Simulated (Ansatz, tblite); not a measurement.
**Cu(PF3)H (CuF₃HP): removing and adding an electron**

Aim: the energy of removing and adding an electron for Cu(PF3)H (CuF₃HP), by energy differences, and how well orbital energies stand in for it.

Computed with Ansatz 0.2.0, Gaussian basis. Level: as each input shows.

Plan: charge +1 doublet, at the geometry of the singlet (PBE0-D4/def2-TZVP, PBE-D4/def2-TZVP, r2SCAN-D4/def2-TZVP); charge -1 doublet, at the geometry of the singlet (PBE0-D4/def2-TZVPD, PBE-D4/def2-TZVPD, r2SCAN-D4/def2-TZVPD); the starting singlet's energies come from earlier runs.

### 1 The structure

The singlet was relaxed beforehand with PBE0-D4/def2-SVP.

6 atoms, charge 0, spin multiplicity 1.

Atoms are counted from 1 here; the program's logs count them from 0.

Bond lengths: Cu1–P2 2.185 Å, Cu1–H6 1.526 Å, P2–F3 1.578 Å, P2–F4 1.578 Å, P2–F5 1.578 Å. Angles: P2–Cu1–H6 179.5°, Cu1–P2–F3 118.9°, Cu1–P2–F4 118.4°, Cu1–P2–F5 118.7°, F3–P2–F4 98.9°, F3–P2–F5 98.9°, F4–P2–F5 98.9°.

Formally the metal is d10. No spin-orbit coupling is included.

### 2 Charge +1 doublet at the fixed geometry, first pass, PBE0-D4/def2-SVP

Input file in.yaml:

```yaml
crystal:
  periodic: [false, false, false]
  atoms:
    - {symbol: Cu, position_ang: [-0.012148, 0.012653, -1.580670]}
    - {symbol: P, position_ang: [0.002307, 0.000092, 0.604017]}
    - {symbol: F, position_ang: [0.130051, 1.371828, 1.373885]}
    - {symbol: F, position_ang: [1.142590, -0.801868, 1.343512]}
    - {symbol: F, position_ang: [-1.246437, -0.591708, 1.366146]}
    - {symbol: H, position_ang: [-0.016362, 0.009002, -3.106901]}
basis:
  gaussian: {orbitals: def2-SVP}
total_charge: 1
magnetization: {spin_polarized: true, initial_magnetization: 1}
hamiltonian: {xc: pbe0, dispersion: d4}
output: {orbitals: {seedname: orbitals}}
```

The run is started by

```
$ ansatz run in.yaml --threads 4 --pin off --events-out ev --progress --plain --max-ram 3916MiB
```

Output:

```text
Functional definition: PBE0
  name "PBE0"
  cite "Adamo & Barone, J. Chem. Phys. 110, 6158 (1999) doi:10.1063/1.478522"
  cite "Perdew, Burke & Ernzerhof, Phys. Rev. Lett. 77, 3865 (1996) doi:10.1103/PhysRevLett.77.3865"
  parent pbe
  parameter a = 0.25
  parameter kappa = 0.804
  parameter beta = 0.06672455060314922
  exchange = (1 - a)*pbe_x(kappa = kappa, mu = beta*pi^2/3) + a*exact_x
  correlation = pbe_c(beta = beta)
940 factors; integrals over basis functions are off by at most 1.0e-3 eV
mean field evaluation 1: about -62041.3813 eV, gradient 6.8e1 eV
mean field evaluation 2: about -61824.6332 eV, gradient 2.9e2 eV
mean field evaluation 4: about -62053.3026 eV, gradient 2.6e1 eV
mean field evaluation 8: about -62055.4357 eV, gradient 4.6e-1 eV
mean field evaluation 16: about -62055.5445 eV, gradient 1.2e-2 eV
mean field -62055.54451802 eV, -2280.4991982784 hartree, gradient 6.4e-5 eV, S^2 0.754203; 0 other end points of the search recorded, 0 dependent functions left out
reference -62055.54456857 eV, -2280.4992001362 hartree; 36, 35 occupied and 60, 61 virtual orbitals, 940 factors
Total energy: -62055.64601410 eV, -2280.5029281905 hartree
```

Run time: 10 s. Hardware: 4 threads of Intel Xeon at 2.50GHz, shared host.

From the report: HOMO -15.51 eV, LUMO -11.44 eV (over both spins); ⟨S²⟩ 0.754 (pure: 0.75).

### 3 Charge +1 doublet at the fixed geometry, PBE0-D4/def2-TZVP

start.molden holds the orbitals of an earlier run on this state, given as this run's starting guess.

in.yaml, as its differences from that of step 2:

```diff
@@ -10,3 +10,3 @@
 basis:
-  gaussian: {orbitals: def2-SVP}
+  gaussian: {orbitals: def2-TZVP, initial_orbitals: start.molden}
 total_charge: 1
@@ -14,2 +14,3 @@
 hamiltonian: {xc: pbe0, dispersion: d4}
+scf: {omitted_lower_state_checks: [starts]}
 output: {orbitals: {seedname: orbitals}}
```

Same command.

Output:

```text
Functional definition: PBE0
  name "PBE0"
  cite "Adamo & Barone, J. Chem. Phys. 110, 6158 (1999) doi:10.1063/1.478522"
  cite "Perdew, Burke & Ernzerhof, Phys. Rev. Lett. 77, 3865 (1996) doi:10.1103/PhysRevLett.77.3865"
  parent pbe
  parameter a = 0.25
  parameter kappa = 0.804
  parameter beta = 0.06672455060314922
  exchange = (1 - a)*pbe_x(kappa = kappa, mu = beta*pi^2/3) + a*exact_x
  correlation = pbe_c(beta = beta)
these checks for a lower state are left out or cut short: starts
1336 factors; their error is unknown
mean field evaluation 1: about -62070.2607 eV, gradient 1.6e2 eV
mean field evaluation 2: about -62075.9976 eV, gradient 6.9e0 eV
mean field evaluation 4: about -62076.2756 eV, gradient 3.8e-3 eV
mean field evaluation 8: about -62076.3554 eV, gradient 2.5e-5 eV
mean field -62076.35536994 eV, -2281.2639829802 hartree, gradient 2.5e-5 eV, S^2 0.754437; 0 other end points of the search recorded, 0 dependent functions left out
reference -62076.35541195 eV, -2281.2639845242 hartree; 36, 35 occupied and 145, 146 virtual orbitals, 1336 factors
Total energy: -62076.45685747 eV, -2281.2677125785 hartree
Checks for a lower state left out: starts
```

It took 18 s on 4 threads of Intel Xeon at 2.50GHz, shared host.

From the report: HOMO -15.54 eV, LUMO -11.50 eV (over both spins); ⟨S²⟩ 0.754 (pure: 0.75).

### 4 Charge +1 doublet at the fixed geometry, PBE-D4/def2-TZVP

in.yaml, as its differences from that of step 3:

```diff
@@ -13,3 +13,3 @@
 magnetization: {spin_polarized: true, initial_magnetization: 1}
-hamiltonian: {xc: pbe0, dispersion: d4}
+hamiltonian: {xc: pbe, dispersion: d4}
 scf: {omitted_lower_state_checks: [starts]}
```

The command is unchanged.

Output:

```text
Functional definition: PBE
  name "PBE"
  cite "Perdew, Burke & Ernzerhof, Phys. Rev. Lett. 77, 3865 (1996) doi:10.1103/PhysRevLett.77.3865"
  parent pbe
  parameter kappa = 0.804
  parameter beta = 0.06672455060314922
  exchange = pbe_x(kappa = kappa, mu = beta*pi^2/3)
  correlation = pbe_c(beta = beta)
these checks for a lower state are left out or cut short: starts
1235 factors; their error is unknown
mean field evaluation 1: about -62075.7976 eV, gradient 9.7e0 eV
mean field evaluation 2: about -62076.0147 eV, gradient 2.5e-1 eV
mean field evaluation 4: about -62075.9818 eV, gradient 6.5e-2 eV
mean field evaluation 8: about -62075.9819 eV, gradient 2.1e-5 eV
mean field -62075.98185264 eV, -2281.2502564726 hartree, gradient 2.1e-5 eV, S^2 0.753231; 0 other end points of the search recorded, 0 dependent functions left out
reference -62075.98191027 eV, -2281.2502585907 hartree; 36, 35 occupied and 145, 146 virtual orbitals, 1235 factors
Total energy: -62076.10277139 eV, -2281.2547001550 hartree
Checks for a lower state left out: starts
```

Wall time 11 s (4 threads of Intel Xeon at 2.50GHz, shared host).

From the report: HOMO -14.14 eV, LUMO -12.88 eV (over both spins); ⟨S²⟩ 0.753 (pure: 0.75).

### 5 Charge +1 doublet at the fixed geometry, r2SCAN-D4/def2-TZVP

in.yaml, as its differences from that of step 4:

```diff
@@ -13,3 +13,3 @@
 magnetization: {spin_polarized: true, initial_magnetization: 1}
-hamiltonian: {xc: pbe, dispersion: d4}
+hamiltonian: {xc: r2scan, dispersion: d4}
 scf: {omitted_lower_state_checks: [starts]}
```

Launched as before.

Output:

```text
Functional definition: r2SCAN
  name "r2SCAN"
  cite "Furness, Kaplan, Ning, Perdew & Sun, J. Phys. Chem. Lett. 11, 8208 (2020) doi:10.1021/acs.jpclett.0c02405"
  cite "Furness, Kaplan, Ning, Perdew & Sun, J. Phys. Chem. Lett. 11, 9248 (2020) doi:10.1021/acs.jpclett.0c03077"
  parent r2scan
  parameter k0 = 0.174
  parameter k1 = 0.065
  parameter a1 = 4.9479
  exchange = r2scan_x(k0 = k0, k1 = k1, a1 = a1)
  correlation = r2scan_c
these checks for a lower state are left out or cut short: starts
1235 factors; their error is unknown
mean field evaluation 1: about -62090.1435 eV, gradient 5.6e0 eV
mean field evaluation 2: about -62090.2100 eV, gradient 1.3e-1 eV
mean field evaluation 4: about -62090.1783 eV, gradient 1.1e-3 eV
mean field -62090.17834185 eV, -2281.7719678284 hartree, gradient 1.1e-5 eV, S^2 0.754852; 0 other end points of the search recorded, 0 dependent functions left out
reference -62090.17836293 eV, -2281.7719686030 hartree; 36, 35 occupied and 145, 146 virtual orbitals, 1235 factors
Total energy: -62090.20514280 eV, -2281.7729527452 hartree
Checks for a lower state left out: starts
```

Run time: 15 s. Hardware: 4 threads of Intel Xeon at 2.50GHz, shared host.

Report: HOMO -14.45 eV, LUMO -12.57 eV (over both spins); ⟨S²⟩ 0.755 (pure: 0.75).

### 6 Vertical ionisation energy

Charged state less starting state, singlet to doublet; the starting state's energies are those of its earlier runs.

| level | vertical ionisation energy (eV) | time |
| --- | --- | --- |
| PBE-D4/def2-TZVP | +9.37 | 14 s |
| r2SCAN-D4/def2-TZVP | +9.29 | 22 s |
| PBE0-D4/def2-TZVP | +9.22 | 25 s |

Times add the two runs; a level without a time comes out of a correlated run.

Beside −ε(HOMO) of the starting state:

| level | −ε(HOMO) (eV) | by difference (eV) | mismatch (eV) |
| --- | --- | --- | --- |
| PBE-D4/def2-TZVP | 5.93 | 9.37 | -3.44 |
| r2SCAN-D4/def2-TZVP | 6.05 | 9.29 | -3.24 |
| PBE0-D4/def2-TZVP | 6.96 | 9.22 | -2.26 |

### 7 Charge -1 doublet at the fixed geometry, first pass, PBE0-D4/def2-SVP

in.yaml, as its differences from that of step 5:

```diff
@@ -10,7 +10,6 @@
 basis:
-  gaussian: {orbitals: def2-TZVP, initial_orbitals: start.molden}
-total_charge: 1
+  gaussian: {orbitals: def2-SVP}
+total_charge: -1
 magnetization: {spin_polarized: true, initial_magnetization: 1}
-hamiltonian: {xc: r2scan, dispersion: d4}
-scf: {omitted_lower_state_checks: [starts]}
+hamiltonian: {xc: pbe0, dispersion: d4}
 output: {orbitals: {seedname: orbitals}}
```

Same command.

Output (excerpt; [...] marks lines left out):

```text
Functional definition: PBE0
  name "PBE0"
  cite "Adamo & Barone, J. Chem. Phys. 110, 6158 (1999) doi:10.1063/1.478522"
  cite "Perdew, Burke & Ernzerhof, Phys. Rev. Lett. 77, 3865 (1996) doi:10.1103/PhysRevLett.77.3865"
  parent pbe
[...]
943 factors; integrals over basis functions are off by at most 1.0e-3 eV
[...]
mean field -62063.85341841 eV, -2280.8045447359 hartree, gradient 2.4e-6 eV, S^2 0.754141; 8 other end points of the search recorded, 0 dependent functions left out
reference -62063.85345933 eV, -2280.8045462397 hartree; 37, 36 occupied and 59, 60 virtual orbitals, 943 factors
Total energy: -62063.98038045 eV, -2280.8092105045 hartree
```

Run time: 43 s. Hardware: 4 threads of Intel Xeon at 2.50GHz, shared host.

Report: HOMO 3.00 eV, LUMO 5.04 eV (over both spins); ⟨S²⟩ 0.754 (pure: 0.75); the next solution that the search met lies 0.001 eV higher. Doubts: highest occupied level lies above zero.

### 8 Charge -1 doublet at the fixed geometry, PBE0-D4/def2-TZVPD

in.yaml, as its differences from that of step 7:

```diff
@@ -10,3 +10,3 @@
 basis:
-  gaussian: {orbitals: def2-SVP}
+  gaussian: {orbitals: def2-TZVPD, initial_orbitals: start.molden}
 total_charge: -1
@@ -14,2 +14,3 @@
 hamiltonian: {xc: pbe0, dispersion: d4}
+scf: {omitted_lower_state_checks: [starts]}
 output: {orbitals: {seedname: orbitals}}
```

Same command.

Output:

```text
Functional definition: PBE0
  name "PBE0"
  cite "Adamo & Barone, J. Chem. Phys. 110, 6158 (1999) doi:10.1063/1.478522"
  cite "Perdew, Burke & Ernzerhof, Phys. Rev. Lett. 77, 3865 (1996) doi:10.1103/PhysRevLett.77.3865"
  parent pbe
  parameter a = 0.25
  parameter kappa = 0.804
  parameter beta = 0.06672455060314922
  exchange = (1 - a)*pbe_x(kappa = kappa, mu = beta*pi^2/3) + a*exact_x
  correlation = pbe_c(beta = beta)
these checks for a lower state are left out or cut short: starts
1482 factors; their error is unknown
mean field evaluation 1: about -62078.1889 eV, gradient 1.7e2 eV
mean field evaluation 2: about -62084.6414 eV, gradient 8.5e0 eV
mean field evaluation 4: about -62085.7251 eV, gradient 6.2e-2 eV
mean field evaluation 8: about -62085.8902 eV, gradient 2.1e-5 eV
mean field -62085.89016633 eV, -2281.6143802849 hartree, gradient 5.8e-6 eV, S^2 0.755311; 0 other end points of the search recorded, 0 dependent functions left out
reference -62085.89020711 eV, -2281.6143817833 hartree; 37, 36 occupied and 183, 184 virtual orbitals, 1482 factors
Total energy: -62086.01712822 eV, -2281.6190460481 hartree
Checks for a lower state left out: starts
```

It took 41 s on 4 threads of Intel Xeon at 2.50GHz, shared host; peak memory 1.3 GiB.

From the report: HOMO 1.41 eV, LUMO 2.97 eV (over both spins); ⟨S²⟩ 0.755 (pure: 0.75). Doubts: highest occupied level lies above zero.

### 9 Charge -1 doublet at the fixed geometry, PBE-D4/def2-TZVPD

in.yaml, as its differences from that of step 8:

```diff
@@ -13,3 +13,3 @@
 magnetization: {spin_polarized: true, initial_magnetization: 1}
-hamiltonian: {xc: pbe0, dispersion: d4}
+hamiltonian: {xc: pbe, dispersion: d4}
 scf: {omitted_lower_state_checks: [starts]}
```

Launched as before.

Output:

```text
Functional definition: PBE
  name "PBE"
  cite "Perdew, Burke & Ernzerhof, Phys. Rev. Lett. 77, 3865 (1996) doi:10.1103/PhysRevLett.77.3865"
  parent pbe
  parameter kappa = 0.804
  parameter beta = 0.06672455060314922
  exchange = pbe_x(kappa = kappa, mu = beta*pi^2/3)
  correlation = pbe_c(beta = beta)
these checks for a lower state are left out or cut short: starts
1386 factors; their error is unknown
mean field evaluation 1: about -62085.4933 eV, gradient 9.7e0 eV
mean field evaluation 2: about -62085.7225 eV, gradient 3.4e-1 eV
mean field evaluation 4: about -62085.7005 eV, gradient 8.9e-2 eV
mean field evaluation 8: about -62085.7006 eV, gradient 3.5e-5 eV
mean field -62085.70055734 eV, -2281.6074122829 hartree, gradient 4.1e-6 eV, S^2 0.753369; 0 other end points of the search recorded, 0 dependent functions left out
reference -62085.70060947 eV, -2281.6074141987 hartree; 37, 36 occupied and 183, 184 virtual orbitals, 1386 factors
Total energy: -62085.85155410 eV, -2281.6129613115 hartree
Checks for a lower state left out: starts
```

It took 22 s on 4 threads of Intel Xeon at 2.50GHz, shared host.

HOMO 2.05 eV, LUMO 2.20 eV (over both spins); ⟨S²⟩ 0.753 (pure: 0.75). Doubts: highest occupied level lies above zero.

### 10 Charge -1 doublet at the fixed geometry, r2SCAN-D4/def2-TZVPD

in.yaml, as its differences from that of step 9:

```diff
@@ -13,3 +13,3 @@
 magnetization: {spin_polarized: true, initial_magnetization: 1}
-hamiltonian: {xc: pbe, dispersion: d4}
+hamiltonian: {xc: r2scan, dispersion: d4}
 scf: {omitted_lower_state_checks: [starts]}
```

The command is unchanged.

Output (excerpt; [...] marks lines left out):

```text
Functional definition: r2SCAN
  name "r2SCAN"
  cite "Furness, Kaplan, Ning, Perdew & Sun, J. Phys. Chem. Lett. 11, 8208 (2020) doi:10.1021/acs.jpclett.0c02405"
  cite "Furness, Kaplan, Ning, Perdew & Sun, J. Phys. Chem. Lett. 11, 9248 (2020) doi:10.1021/acs.jpclett.0c03077"
  parent r2scan
[...]
1386 factors; their error is unknown
[...]
mean field -62099.83598344 eV, -2282.1268796106 hartree, gradient 9.0e-6 eV, S^2 0.759192; 0 other end points of the search recorded, 0 dependent functions left out
reference -62099.83601455 eV, -2282.1268807540 hartree; 37, 36 occupied and 183, 184 virtual orbitals, 1386 factors
Total energy: -62099.87039711 eV, -2282.1281442899 hartree
Checks for a lower state left out: starts
```

Run time: 48 s. Hardware: 4 threads of Intel Xeon at 2.50GHz, shared host; peak memory 0.75 GiB.

Report: HOMO 1.91 eV, LUMO 2.41 eV (over both spins); ⟨S²⟩ 0.759 (pure: 0.75). Doubts: highest occupied level lies above zero.

### 11 Vertical electron affinity

Starting state less charged state (positive: the electron is bound), singlet to doublet; the starting state's energies are those of its earlier runs.

| level | vertical electron affinity (eV) | time |
| --- | --- | --- |
| PBE-D4/def2-TZVPD | +0.28 | 32 s |
| r2SCAN-D4/def2-TZVPD | +0.30 | 60 s |
| PBE0-D4/def2-TZVPD | +0.27 | 52 s |

Times add the two runs; a level without a time comes out of a correlated run.

Beside −ε(LUMO) of the starting state:

| level | −ε(LUMO) (eV) | by difference (eV) | mismatch (eV) |
| --- | --- | --- | --- |
| PBE-D4/def2-TZVPD | 2.81 | 0.28 | +2.53 |
| r2SCAN-D4/def2-TZVPD | 2.63 | 0.30 | +2.33 |
| PBE0-D4/def2-TZVPD | 1.99 | 0.27 | +1.73 |

### 12 Outcome

| quantity | value |
| --- | --- |
| vertical ionisation energy, functionals in def2-TZVP | 9.22 (PBE0-D4) to 9.37 eV (PBE-D4) |
| vertical electron affinity, functionals in def2-TZVPD | 0.27 (PBE0-D4) to 0.30 eV (r2SCAN-D4) |

The vertical ionisation energy spans 9.22 to 9.37 eV over the functionals. −ε(HOMO) misses the level's own difference by -2.26 eV at best (PBE0-D4) and -3.44 eV at worst (PBE-D4). The vertical electron affinity spans 0.27 to 0.30 eV over the functionals. The anion's highest level lies above zero where self-interaction lifts it, so diffuse functions weigh on these values. −ε(LUMO) misses the level's own difference by +1.73 eV at best (PBE0-D4) and +2.53 eV at worst (PBE-D4). The charged states' spins were chosen beforehand and needn't be their lowest.
